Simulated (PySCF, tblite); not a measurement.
**C5H7O2Si radical: geometry, infrared bands and EPR parameters**

Wanted: the infrared bands and EPR parameters of C5H7O2Si radical (`C=CC(=O)C(=O)C[SiH2]`), by calculation.

Computed with tblite 0.8.0 and PySCF 2.14.0, with density-fitted response routines of our own, on a single molecule in the gas phase. Atoms count from 0, in the outputs and in this text.

## (1) The starting structure

15 atoms, charge 0, multiplicity 2; geometry from: force field or distance geometry start.

Bonds of the start (Å): C0–C1 1.32, C1–C2 1.47, C2–O3 1.27, C2–C4 1.47, C4–O5 1.27, C4–C6 1.48, C6–Si7 1.84, C0–H8 1.08, C0–H9 1.08, C1–H10 1.07, C6–H11 1.12, C6–H12 1.12, Si7–H13 1.47, Si7–H14 1.46.

## (2) Relaxing the molecule with GFN2-xTB

What the job is given:

```
{"job": {"kind": "relax", "xc": "GFN2-xTB", "basis": "xTB"}, "charge": 0, "multiplicity": 2}
C      2.972300    -0.393300    -0.381100
C      2.007400     0.349200     0.140400
C      0.628000     0.036900    -0.253100
O      0.430100    -0.906000    -1.076100
C     -0.466900     0.846000     0.299000
O     -0.093700     1.796900     1.048200
C     -1.900300     0.622700     0.011100
Si    -2.267800    -1.177800    -0.023100
H      3.996200    -0.186600    -0.091700
H      2.815600    -1.188900    -1.095600
H      2.157400     1.138900     0.853900
H     -2.104400     1.001700    -1.017700
H     -2.597100     1.132100     0.721000
H     -3.718100    -1.347700     0.149500
H     -1.863300    -1.716200    -1.317800
```

Launch:

```sh
$ OMP_NUM_THREADS=1 python probes_run.py task.json out
```

One launch serves the whole session: the jobs run in the order shown.

What it wrote:

```text
step      E/eV     max force
  0    -652.84905    4.151
  1    -653.03010    3.532
  2    -653.14968    0.954
  3    -653.22514    0.993
  4    -653.39594    1.733
  5    -653.47107    1.508
  6    -653.58766    1.018
  7    -653.65539    1.116
  8    -653.74906    1.076
  9    -653.85917    1.671
 10    -654.03048    1.673
 11    -654.29301    2.148
 12    -654.45757    1.947
 13    -654.72672    1.362
 14    -654.95544    1.218
 15    -655.12608    1.619
 16    -655.22307    0.882
 17    -655.30538    0.749
 18    -655.41002    1.107
 19    -655.50682    1.124
 20    -655.61436    0.903
 21    -655.68379    0.623
 22    -655.74465    0.610
 23    -655.79334    0.711
 24    -655.83575    0.597
 25    -655.87452    0.550
 26    -655.90831    0.421
 27    -655.94164    0.538
 28    -655.97973    0.506
 29    -656.01964    0.490
 30    -656.04845    0.439
 31    -656.06987    0.296
 32    -656.08419    0.257
 33    -656.09253    0.234
 34    -656.09987    0.221
 35    -656.10748    0.217
 36    -656.11475    0.221
 37    -656.12078    0.179
 38    -656.12510    0.154
 39    -656.12892    0.164
 40    -656.13278    0.163
 41    -656.13609    0.152
 42    -656.13868    0.112
 43    -656.14101    0.115
 44    -656.14339    0.128
 45    -656.14573    0.121
 46    -656.14769    0.121
 47    -656.14941    0.112
 48    -656.15125    0.108
 49    -656.15345    0.136
 50    -656.15604    0.142
 51    -656.15891    0.126
 52    -656.16178    0.107
 53    -656.16430    0.138
 54    -656.16622    0.115
 55    -656.16760    0.082
 56    -656.16859    0.077
 57    -656.16942    0.078
 58    -656.17051    0.098
 59    -656.17206    0.112
 60    -656.17388    0.109
 61    -656.17544    0.087
 62    -656.17653    0.076
 63    -656.17724    0.074
 64    -656.17781    0.059
 65    -656.17841    0.070
 66    -656.17910    0.075
 67    -656.17978    0.071
 68    -656.18044    0.064
 69    -656.18104    0.065
 70    -656.18173    0.067
 71    -656.18268    0.084
 72    -656.18400    0.096
 73    -656.18539    0.101
 74    -656.18639    0.087
 75    -656.18704    0.080
 76    -656.18779    0.076
 77    -656.18880    0.085
 78    -656.18984    0.083
 79    -656.19059    0.074
 80    -656.19113    0.065
 81    -656.19162    0.056
 82    -656.19212    0.053
 83    -656.19251    0.050
 84    -656.19284    0.047
 85    -656.19313    0.041
 86    -656.19335    0.027
 87    -656.19347    0.022
 88    -656.19353    0.023
 89    -656.19360    0.021
 90    -656.19369    0.027
 91    -656.19385    0.044
 92    -656.19408    0.045
 93    -656.19435    0.044
 94    -656.19460    0.043
 95    -656.19484    0.050
 96    -656.19506    0.046
 97    -656.19531    0.046
 98    -656.19555    0.044
 99    -656.19570    0.026
100    -656.19577    0.018
101    -656.19581    0.019
102    -656.19585    0.012
103    -656.19588    0.015
104    -656.19590    0.012
105    -656.19592    0.008
```

Run time: 0.49 s. Hardware: 1 thread of AMD EPYC 9B45, shared host.

Step by step: (not every step is listed)

```csv
step,energy from step 0 (eV),largest force (eV/Å)
0,0.0000,4.1505
1,-0.1810,3.5316
2,-0.3006,0.9540
3,-0.3761,0.9929
4,-0.5469,1.7333
5,-0.6220,1.5075
6,-0.7386,1.0175
7,-0.8063,1.1162
8,-0.9000,1.0757
17,-2.4563,0.7489
26,-3.0593,0.4206
35,-3.2584,0.2169
44,-3.2943,0.1281
53,-3.3152,0.1385
62,-3.3275,0.0756
71,-3.3336,0.0838
80,-3.3421,0.0646
89,-3.3445,0.0213
98,-3.3465,0.0439
100,-3.3467,0.0180
101,-3.3468,0.0194
102,-3.3468,0.0124
103,-3.3468,0.0146
104,-3.3469,0.0122
105,-3.3469,0.0077
```

Distances of close pairs at the start and the end, largest changes first:

```csv
bond,before (Å),after (Å),change (Å)
O3–Si7,2.909,1.662,-1.247
C2–O3,1.267,1.343,+0.076
C1–C2,1.468,1.409,-0.059
C6–Si7,1.838,1.894,+0.056
C4–C6,1.479,1.526,+0.047
C4–O5,1.267,1.221,-0.046
C6–H12,1.118,1.090,-0.027
C6–H11,1.115,1.090,-0.025
```

The end geometry stands in the next job.

## (3) Harmonic vibrations with GFN2-xTB

What the job is given:

```
{"job": {"kind": "ir", "xc": "GFN2-xTB", "basis": "xTB"}, "charge": 0, "multiplicity": 2}
C      2.764600    -0.645522    -0.204526
C      1.847479     0.302606     0.079797
C      0.455965     0.137312    -0.066611
O     -0.067067    -1.016529    -0.511600
C     -0.490967     1.182768     0.254604
O     -0.186122     2.290150     0.667476
C     -1.926623     0.727245     0.012604
Si    -1.725947    -1.049788    -0.611726
H      3.816568    -0.469992    -0.072290
H      2.461520    -1.609680    -0.574786
H      2.141785     1.274431     0.452522
H     -2.394455     1.414953    -0.691904
H     -2.483177     0.828417     0.944449
H     -2.171118    -2.091436     0.305019
H     -2.046855    -1.266945    -2.016249
```

What it wrote:

```text
mode    cm-1     km/mol
  1      68.6      3.08
  2     101.4      3.01
  3     162.3      3.08
  4     165.6      4.61
  5     339.9      3.05
  6     342.8      3.23
  7     429.0     27.96
  8     440.2     11.67
  9     506.7      0.11
 10     521.3      0.92
 11     559.3     18.44
 12     572.0     47.05
 13     624.4     21.70
 14     661.9     99.06
 15     719.7     42.70
 16     751.7    101.31
 17     776.3    253.84
 18     807.0     76.85
 19     838.6     14.11
 20     845.0     75.53
 21     969.2     17.99
 22    1012.8    140.22
 23    1031.9      0.69
 24    1038.1     27.79
 25    1179.0     48.51
 26    1228.6     57.19
 27    1319.4     88.84
 28    1338.0    186.80
 29    1398.5     61.86
 30    1428.9     23.96
 31    1531.7     27.94
 32    1667.3    324.99
 33    2314.5    408.60
 34    2329.2    132.66
 35    2980.5     12.79
 36    3002.3      3.70
 37    3076.2      3.34
 38    3115.2      3.93
 39    3153.0     22.55
```

Wall time 0.32 s (1 thread of AMD EPYC 9B45, shared host).

The strongest bands and the atoms that carry them (share of the mass-weighted mode):

```csv
cm⁻¹,km/mol,atoms
662,99.1,"H13 40 %, H14 40 %"
752,101.3,"C6 23 %, H11 20 %, H12 20 %, C4 19 %"
776,253.8,"H13 42 %, H14 42 %, Si7 10 %"
1013,140.2,"C4 30 %, C6 20 %, H8 13 %, C2 12 %"
1338,186.8,"C2 52 %, O3 13 %, H9 11 %"
1667,325.0,"C4 61 %, O5 35 %"
2314,408.6,"H13 56 %, H14 39 %"
2329,132.7,"H14 57 %, H13 41 %"
```

The optimised geometry no longer has the bonds of the starting formula, so what follows describes that rearranged structure.

## (4) EPR parameters: B3LYP/pcH-1

The job, as its differences from that of step 3:

```diff
@@ -1,2 +1,2 @@
-{"job": {"kind": "ir", "xc": "GFN2-xTB", "basis": "xTB"}, "charge": 0, "multiplicity": 2}
+{"job": {"kind": "epr", "basis": "pcH-1"}, "charge": 0, "multiplicity": 2}
 C      2.764600    -0.645522    -0.204526
```

Level: UKS B3LYP, pcH-1 on C H O Si, non-relativistic, mean-field spin-orbit, GIAO.

What it wrote:

```text
UKS, coarse grid
  cycle   1  E = -634.48251487  |g| = 7.71e-01
  cycle   2  E = -633.57388813  |g| = 1.66e+00
  cycle   3  E = -634.67014119  |g| = 2.80e-01
  cycle   4  E = -634.69862595  |g| = 1.28e-01
  cycle   5  E = -634.70405569  |g| = 3.95e-02
  cycle   6  E = -634.70472603  |g| = 1.34e-02
  cycle   7  E = -634.70485425  |g| = 4.77e-03
  cycle   8  E = -634.70489160  |g| = 2.78e-03
  cycle   9  E = -634.70489930  |g| = 9.68e-04
UKS, final grid
  cycle   1  E = -634.70490816  |g| = 1.78e-03
  cycle   2  E = -634.70490355  |g| = 3.72e-03
  cycle   3  E = -634.70490968  |g| = 3.34e-04
  cycle   4  E = -634.70490973  |g| = 9.83e-05
  cycle   5  E = -634.70490974  |g| = 8.02e-05
  cycle   6  E = -634.70490975  |g| = 1.55e-05
E = -634.70490975 Eh   <S^2> = 0.7729 (exact 0.7500)
g shifts (ppm)      1          2          3
  rmc          -211       -211       -211
  gc            -11         39         43
  oz_so         -16       2666       3691
  total        -238       2495       3523
hyperfine (MHz)  atom isotope    a_iso     a_fc   dipolar eigenvalues
    0   13C      35.56      35.61    -33.96    -32.45     66.41
    1   13C     -36.47     -36.49    -23.97      9.53     14.43
    2   13C      42.78      42.86    -43.53    -41.49     85.01
    3   17O     -13.53     -13.56    -45.42     22.10     23.32
    4   13C     -25.00     -25.04     -1.73     -1.27      3.00
    5   17O     -16.44     -16.17    -71.47     35.42     36.05
    6   13C      -4.53      -4.54     -0.72     -0.33      1.05
    7  29Si       3.50       3.51     -0.69      0.27      0.43
    8    1H     -28.10     -28.11    -16.53     -0.49     17.02
    9    1H     -27.03     -27.03    -12.99     -1.64     14.63
   10    1H       9.16       9.16     -4.72     -2.73      7.45
   11    1H       3.93       3.93     -1.86     -0.96      2.82
   12    1H       3.81       3.80     -1.86     -0.96      2.82
   13    1H       4.40       4.40     -1.48     -1.32      2.80
   14    1H       4.19       4.19     -1.47     -1.32      2.80
```

Wall time 44 s (1 thread of AMD EPYC 9B45, shared host); peak memory 0.97 GiB.

Principal g values 2.00208, 2.00481, 2.00584; g(iso) = 2.00425, against 2.00232 for a free electron.

Hyperfine couplings, nucleus by nucleus at this fixed geometry (no averaging over rotations):

```csv
nuclei,isotope,a(iso) (MHz),"a(iso) (G, at g = 2.0023)",largest dipolar term (MHz)
C2,13C,42.8,15.3,85.0
C1,13C,-36.5,-13.0,-24.0
C0,13C,35.6,12.7,66.4
H8,1H,-28.1,-10.0,17.0
H9,1H,-27.0,-9.6,14.6
C4,13C,-25.0,-8.9,3.0
O5,17O,-16.4,-5.9,-71.5
O3,17O,-13.5,-4.8,-45.4
H10,1H,9.2,3.3,7.5
C6,13C,-4.5,-1.6,1.0
H13,1H,4.4,1.6,2.8
H14,1H,4.2,1.5,2.8
H11,1H,3.9,1.4,2.8
H12,1H,3.8,1.4,2.8
```

Mulliken spin populations:

C0 0.45; C1 -0.21; C2 0.49; O3 0.10; C4 -0.03; O5 0.22; C6 0.00; Si7 -0.01; H8 -0.02; H9 -0.02; H10 0.01; H11 0.00; H12 0.00; H13 0.00; H14 0.00

Orbitals, density, ELF and potential are computed afterwards from the orbital file.

ELF in a plane through or near 11 of the atoms.

Ten even steps from ' ' (0.00) to '@' (1.00):
```
                                                        
                                                        
                            ......                      
                        ==**####++::                    
                ....  ..##%%##@@%%--                    
              ::%%@@::  ##%%++**++..                    
              ++@@@@@@....++%%##--..::--..              
              ::@@@@@@--  --::++##**++**--..            
      ..**##::  ====::##==%%%%==@@::::**==..            
      ##@@@@@@++##==::@@::--++..++##**++::              
      %%@@@@@@--==%%==**--**++..++@@@@##::              
      ==@@@@##==--++..  **++++%%  ++..--..              
        ....--@@@@@@::  %%%%####::%%--....              
            ==@@@@@@::  ##%%**==  ..::--..              
            ::%%@@%%    ----..  ..--==::                
              ..--::            ......                  
                                                        
                                                        
                                                        
                                                        
```
The map spans 12.9 Å across and 10.0 Å up, centred on the molecule. Atoms in the plane (x, y in Å): C0 (-2.8, -0.5), C1 (-1.8, 0.5), C2 (-0.4, 0.2), O3 (0.0, -1.1), C4 (0.6, 1.2), O5 (0.3, 2.4), C6 (2.0, 0.6), Si7 (1.7, -1.2), H8 (-3.8, -0.2), H9 (-2.5, -1.5), H10 (-2.1, 1.5).

On the surface of density 0.002 e/bohr³ the electrostatic potential runs, from the 1st to the 99th percentile, from -1.77 V near O5 to 1.90 V near Si7.

The spin density lies nearest to C2 29 %; C0 22 %; O5 16 %; O3 10 %.

## (5) Results

| quantity | value |
| --- | --- |
| strongest single infrared mode (GFN2-xTB) | 2314 cm⁻¹, 409 km/mol |
| zero-point energy (GFN2-xTB) | 64.8 kcal/mol |
| g(iso) (B3LYP) | 2.00425 |
| ⟨S²⟩ | 0.773 (exact 0.75) |
| largest a(iso) | 13C on C2, 42.8 MHz |
| surface potential, 1st and 99th percentile | -1.77 V and 1.90 V |

What this shows: The optimisation took 105 steps and gained 3.347 eV; among the close pairs (by a distance rule), O3–Si7 changed most, from 2.909 to 1.662 Å. No mode is imaginary among the 39: a minimum at this level. The strongest single mode, at 2314 cm⁻¹, moves mainly H13 and H14. Unscaled tight-binding wavenumbers are off by several per cent, some by more. Its intensities can rank the bands wrongly. The structure rearranged or came apart on optimisation; the results belong to the end geometry, not to the formula as drawn. The largest spin populations lie on C2 (0.49 e), C0 (0.45 e). The isotropic g lies 1.9 ppt above the free-electron value.
